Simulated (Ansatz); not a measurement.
# Au: the cost of one run

Method: DFT r2SCAN, scalar-relativistic, plane waves, PAW, in Ansatz 0.2.0.

### Step 1. The structure to begin with

It takes space group Cmcm (No. 63, orthorhombic). The conventional cell has a = 2.823 Å, b = 5.112 Å, c = 4.893 Å, α = 90.00°, β = 90.00°, γ = 90.00°. Au (site symmetry m2m) is surrounded by 12 Au at 2.82 to 2.97 Å.

Structure file:

```cif
data_structure
_symmetry_space_group_name_H-M 'Cmcm'
_symmetry_Int_Tables_number 63
_cell_length_a 2.8226
_cell_length_b 5.1119
_cell_length_c 4.8932
_cell_angle_alpha 90.000
_cell_angle_beta 90.000
_cell_angle_gamma 90.000
_cell_volume 70.60
loop_
_atom_site_label
_atom_site_type_symbol
_atom_site_symmetry_multiplicity
_atom_site_Wyckoff_symbol
_atom_site_fract_x
_atom_site_fract_y
_atom_site_fract_z
_atom_site_occupancy
Au1 Au 4 c 0.00000 0.33467 0.75000 1
```

It goes back to an entry of the Materials Project, which need not be the stable form.

No relaxation comes first: the listed cell is the starting point.

### Step 2. The reference: the undisturbed cell on the scan's mesh

Input file input.yaml:

```yaml
crystal:
  lattice:
    - [1.411309965, -2.555933025, 0.0]
    - [1.411309965, 2.555933025, 0.0]
    - [0.0, 0.0, 4.89316961]
  atoms:
    - { symbol: Au, position: [0.66532797, 0.33467203, 0.25] }
    - { symbol: Au, position: [0.33467203, 0.66532797, 0.75] }
basis:
  ecutwfc: 500
kpoints:
  mp_grid: { grid: [22, 22, 12] }
hamiltonian:
  xc: r2scan
scf:
  occupations: { method: gaussian, width: 0.15 }
output:
  forces: true
  stress: true
  eigenvalues: true
```

Command:

```console
> ansatz run input.yaml --threads 1 --pin off --max-ram 2560MiB --backend cpu --events-out ev --progress --plain --runs-dir out
```

Q: Estimate wall time and peak memory on 1 thread of Intel Xeon Platinum 8259CL at 2.50GHz (Skylake/Cascade Lake), shared host.

About 75 s, with a peak of 1 GiB.
